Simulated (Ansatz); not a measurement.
**C₂H₅AlN₂: small, medium and large basis sets**

Aim: see how fast density functionals converge with the basis set for C₂H₅AlN₂.

Method: one geometry, several basis sets; program: Ansatz 0.2.0, Gaussian basis.

Levels to be run: PBE0-D4/def2-SVP; ωB97M-V/def2-SVP; PBE0-D4/def2-QZVPP; ωB97M-V/def2-QZVPP; the functionals' def2-TZVPP values are taken from earlier runs.

## 1. The relaxed structure

The geometry comes from an earlier relaxation with PBE0-D4 in a triple-zeta def2 set; it is a stationary point, not always the lowest conformer.

SMILES `C#[C][Al]([NH2])[NH2]`, 10 atoms, charge 0, spin multiplicity 1.

Atoms are counted from 1 here; the program's logs count them from 0.

Bond lengths: C1–C2 1.210 Å, C1–H6 1.067 Å, C2–Al3 1.908 Å, Al3–N4 1.763 Å, Al3–N5 1.763 Å, N4–H7 1.006 Å, N4–H8 1.006 Å, N5–H9 1.006 Å, N5–H10 1.006 Å. Angles: C2–C1–H6 180.0°, C1–C2–Al3 180.0°, C2–Al3–N4 118.9°, C2–Al3–N5 118.9°, N4–Al3–N5 122.2°, Al3–N4–H7 126.4°, Al3–N4–H8 123.3°, H7–N4–H8 110.4°, Al3–N5–H9 123.3°, Al3–N5–H10 126.4°, H9–N5–H10 110.4°.

Geometry (Å):

```xyz
10
C2H5AlN2
C    -2.3681    1.2211    0.8733
C    -1.3459    0.6936    0.4978
Al    0.2657   -0.1380   -0.0942
N     0.2476   -1.8611   -0.4670
N     1.7224    0.8429   -0.2499
H    -3.2691    1.6860    1.2042
H     1.0274   -2.4108   -0.7859
H    -0.5748   -2.4352   -0.3837
H     1.7500    1.8271   -0.0413
H     2.6277    0.5234   -0.5503
```

## 2. PBE0-D4 in def2-SVP

Input file in.yaml:

```yaml
crystal:
  periodic: [false, false, false]
  atoms:
    - {symbol: C, position_ang: [-2.368108, 1.221077, 0.873257]}
    - {symbol: C, position_ang: [-1.345947, 0.693568, 0.497828]}
    - {symbol: Al, position_ang: [0.265684, -0.137975, -0.094220]}
    - {symbol: N, position_ang: [0.247640, -1.861062, -0.467048]}
    - {symbol: N, position_ang: [1.722423, 0.842863, -0.249857]}
    - {symbol: H, position_ang: [-3.269072, 1.686027, 1.204194]}
    - {symbol: H, position_ang: [1.027357, -2.410809, -0.785854]}
    - {symbol: H, position_ang: [-0.574759, -2.435247, -0.383727]}
    - {symbol: H, position_ang: [1.750005, 1.827095, -0.041294]}
    - {symbol: H, position_ang: [2.627676, 0.523364, -0.550280]}
basis:
  gaussian: {orbitals: def2-SVP}
hamiltonian: {xc: pbe0, dispersion: d4}
output: {orbitals: {seedname: orbitals}}
```

Run with:

```bash
ansatz run in.yaml --threads 2 --pin off --events-out ev --progress --plain --max-ram 4352MiB
```

Output:

```text
Functional definition: PBE0
  name "PBE0"
  cite "Adamo & Barone, J. Chem. Phys. 110, 6158 (1999) doi:10.1063/1.478522"
  cite "Perdew, Burke & Ernzerhof, Phys. Rev. Lett. 77, 3865 (1996) doi:10.1103/PhysRevLett.77.3865"
  parent pbe
  parameter a = 0.25
  parameter kappa = 0.804
  parameter beta = 0.06672455060314922
  exchange = (1 - a)*pbe_x(kappa = kappa, mu = beta*pi^2/3) + a*exact_x
  correlation = pbe_c(beta = beta)
1176 factors; their error is unknown
mean field evaluation 1: about -11703.7993 eV, gradient 8.0e1 eV
mean field evaluation 2: about -11693.9236 eV, gradient 1.0e2 eV
mean field evaluation 4: about -11717.5096 eV, gradient 4.6e0 eV
mean field evaluation 8: about -11717.5610 eV, gradient 2.4e-1 eV
mean field evaluation 16: about -11717.6595 eV, gradient 1.9e-4 eV
mean field -11717.65951911 eV, -430.6160448124 hartree, gradient 1.5e-5 eV, S^2 0.000000; 0 other end points of the search recorded, 0 dependent functions left out
reference -11717.65954892 eV, -430.6160459079 hartree; 22, 22 occupied and 77, 77 virtual orbitals, 1176 factors
Total energy: -11717.81464544 eV, -430.6217455999 hartree
```

Wall time 1.6 s (2 threads of Arm Neoverse V1, shared host).

## 3. ωB97M-V in def2-SVP

Changes to in.yaml since step 2:

```diff
@@ -15,3 +15,3 @@
   gaussian: {orbitals: def2-SVP}
-hamiltonian: {xc: pbe0, dispersion: d4}
+hamiltonian: {xc: {name: wB97M-V}}
 output: {orbitals: {seedname: orbitals}}
```

Same command.

Output, cut to the lines that bear on the results:

```text
Functional definition: wB97M-V
  name "wB97M-V"
  cite "Mardirossian & Head-Gordon, J. Chem. Phys. 144, 214110 (2016) doi:10.1063/1.4952647"
  cite "Becke, J. Chem. Phys. 107, 8554 (1997) doi:10.1063/1.475007"
  cite "Vydrov & Van Voorhis, J. Chem. Phys. 133, 244103 (2010) doi:10.1063/1.3521275"
  # Of w^i u^j: cxij and so on, Table III.
[...]
  gx(w, u) = 1 - cx + cx01*u + cx10*w
  gss(w, u) = css00 + css04*u^4 + css10*w + css20*w^2 + css43*w^4*u^3
  gos(w, u) = cos00 + cos10*w + (cos20 + cos21*u)*w^2 + (cos60 + cos61*u)*w^6
[...]
      + integral(e_c_pw_mod_opposite_spin*gos(b97_w_opposite, b97_u_opposite)) + vv10(b, c)
1157 factors; their error is unknown
285 factors; integrals over basis functions are off by at most 9.6e-6 eV
[...]
mean field -11724.48826812 eV, -430.8669967099 hartree, gradient 3.2e-5 eV, S^2 0.000000; 0 other end points of the search recorded, 0 dependent functions left out
reference -11724.48831532 eV, -430.8669984445 hartree; 22, 22 occupied and 77, 77 virtual orbitals, 1157 factors
Total energy: -11724.48831532 eV, -430.8669984445 hartree
```

Wall time 7 s (2 threads of Arm Neoverse V1, shared host).

## 4. PBE0-D4 in def2-QZVPP

Changes to in.yaml since step 3:

```diff
@@ -14,4 +14,4 @@
 basis:
-  gaussian: {orbitals: def2-SVP}
-hamiltonian: {xc: {name: wB97M-V}}
+  gaussian: {orbitals: "def2-QZVPP.json"}
+hamiltonian: {xc: pbe0, dispersion: d4}
 output: {orbitals: {seedname: orbitals}}
```

Same command.

Output:

```text
Functional definition: PBE0
  name "PBE0"
  cite "Adamo & Barone, J. Chem. Phys. 110, 6158 (1999) doi:10.1063/1.478522"
  cite "Perdew, Burke & Ernzerhof, Phys. Rev. Lett. 77, 3865 (1996) doi:10.1103/PhysRevLett.77.3865"
  parent pbe
  parameter a = 0.25
  parameter kappa = 0.804
  parameter beta = 0.06672455060314922
  exchange = (1 - a)*pbe_x(kappa = kappa, mu = beta*pi^2/3) + a*exact_x
  correlation = pbe_c(beta = beta)
1407 factors; their error is unknown
mean field evaluation 1: about -11708.0249 eV, gradient 9.8e1 eV
mean field evaluation 2: about -11689.1734 eV, gradient 1.3e2 eV
mean field evaluation 4: about -11726.4855 eV, gradient 9.6e0 eV
mean field evaluation 8: about -11726.7105 eV, gradient 2.8e-1 eV
mean field evaluation 16: about -11726.7106 eV, gradient 2.4e-5 eV
mean field -11726.71056274 eV, -430.9486645308 hartree, gradient 2.4e-5 eV, S^2 0.000000; 0 other end points of the search recorded, 0 dependent functions left out
reference -11726.71060346 eV, -430.9486660272 hartree; 22, 22 occupied and 426, 426 virtual orbitals, 1407 factors
Total energy: -11726.86569998 eV, -430.9543657192 hartree
```

Run time: 13 s. Hardware: 2 threads of Arm Neoverse V1, shared host; peak memory 1.2 GiB.

## 5. ωB97M-V in def2-QZVPP

Changes to in.yaml since step 4:

```diff
@@ -15,3 +15,3 @@
   gaussian: {orbitals: "def2-QZVPP.json"}
-hamiltonian: {xc: pbe0, dispersion: d4}
+hamiltonian: {xc: {name: wB97M-V}}
 output: {orbitals: {seedname: orbitals}}
```

The command is unchanged.

Output, cut to the lines that bear on the results:

```text
Functional definition: wB97M-V
  name "wB97M-V"
  cite "Mardirossian & Head-Gordon, J. Chem. Phys. 144, 214110 (2016) doi:10.1063/1.4952647"
  cite "Becke, J. Chem. Phys. 107, 8554 (1997) doi:10.1063/1.475007"
  cite "Vydrov & Van Voorhis, J. Chem. Phys. 133, 244103 (2010) doi:10.1063/1.3521275"
  # Of w^i u^j: cxij and so on, Table III.
[...]
  gx(w, u) = 1 - cx + cx01*u + cx10*w
  gss(w, u) = css00 + css04*u^4 + css10*w + css20*w^2 + css43*w^4*u^3
  gos(w, u) = cos00 + cos10*w + (cos20 + cos21*u)*w^2 + (cos60 + cos61*u)*w^6
[...]
      + integral(e_c_pw_mod_opposite_spin*gos(b97_w_opposite, b97_u_opposite)) + vv10(b, c)
1364 factors; their error is unknown
376 factors; integrals over basis functions are off by at most 1.4e-5 eV
[...]
mean field -11733.72599134 eV, -431.2064767766 hartree, gradient 6.3e-5 eV, S^2 0.000000; 0 other end points of the search recorded, 0 dependent functions left out
reference -11733.72605740 eV, -431.2064792043 hartree; 22, 22 occupied and 426, 426 virtual orbitals, 1364 factors
Total energy: -11733.72605740 eV, -431.2064792043 hartree
```

It took 28 s on 2 threads of Arm Neoverse V1, shared host; peak memory 1.5 GiB.

## 6. Density functionals: the series

The def2-TZVPP values come from earlier runs at the same geometry.

```tsv
functional	basis	functions	energy (eV)	from the largest (eV)	HOMO (eV)	LUMO (eV)
PBE0-D4	def2-SVP	99	-11717.8146	9.051	-6.70	0.10
PBE0-D4	def2-TZVPP	236	-11726.3337	0.532	-7.02	-0.15
PBE0-D4	def2-QZVPP	448	-11726.8657	0.000	-7.09	-0.23
ωB97M-V	def2-SVP	99	-11724.4883	9.238	-9.07	2.06
ωB97M-V	def2-TZVPP	236	-11733.2269	0.499	-9.41	1.70
ωB97M-V	def2-QZVPP	448	-11733.7261	0.000	-9.48	1.12
```

## 7. Outcome

| quantity | value |
| --- | --- |
| PBE0-D4: double and triple zeta above quadruple | 9.05, 0.53 eV |
| ωB97M-V: double and triple zeta above quadruple | 9.24, 0.50 eV |

What this shows: For PBE0-D4 the step from double to triple zeta gains 8.52 eV and the next only 0.53 eV. Total energies overstate the basis error of differences, where much of it tends to cancel. The LUMO of ωB97M-V is positive and keeps falling with the basis (2.06 to 1.12 eV): an unbound level that the basis holds in place.

For PBE0-D4 the largest set took about 8 times as long as the smallest (13 s against 1.6 s).
